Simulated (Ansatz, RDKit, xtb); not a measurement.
**C4H3BrNP: ranking a sample of isomers**

Which of a sample of isomers of C4H3BrNP is the most stable in the gas at 298.15 K, and what are its properties? The sample is small against all isomers, and the most stable one of this formula need not be in it.

Plan: many cheap relaxations first (GFN2-xTB), then density-functional screening, relaxation at r2SCAN-D4/def2-SVP, vibrations (at GFN2-xTB) and a final energy. The numbers are computed, not measured.

## Step 1: Possible bonding patterns

Isomers were taken from a list of plausible structures; this is a sample, not all of them. That gives 4 candidates.

```csv
label,SMILES,spin
c142,Brc1ccpcn1,singlet
c153,Brc1cpccn1,singlet
c557,Brc1cnccp1,singlet
c987,Brc1cncpc1,singlet
```

Candidates are built by distance geometry, with a force field where one applies, in up to four conformers (letters a to d).

**Question.** With final energies at CCSD(T)/def2-SVP + MP2/def2-TZVPP - MP2/def2-SVP, which structure will this search put lowest in free energy, and by what margin?

| quantity | value |
| --- | --- |
| lowest structure found | Brc1cpccn1, singlet |
| next finalist | Brc1cnccp1, singlet, 2.1 kcal/mol higher in G |
| share at equilibrium, among the finalists | 95.2 % |

`Brc1cpccn1` comes out lowest. The margin, 2.1 kcal/mol, is modest. GFN2-xTB, HF/STO-3G, r2SCAN-D4/def2-SVP, r2SCAN-D4/def2-SVP, relaxed, HF/def2-SVP and MP2/def2-SVP already put its bonding pattern lowest among the structures in one piece. Lowest found is not proven lowest: the search is finite, and each finalist counts with one conformer. Only 4 drawn patterns were tried, so whole families of isomers are missing, and the result ranks this sample alone. The lowest isomer need not be the one that is made and kept in a bottle, which depends on barriers.
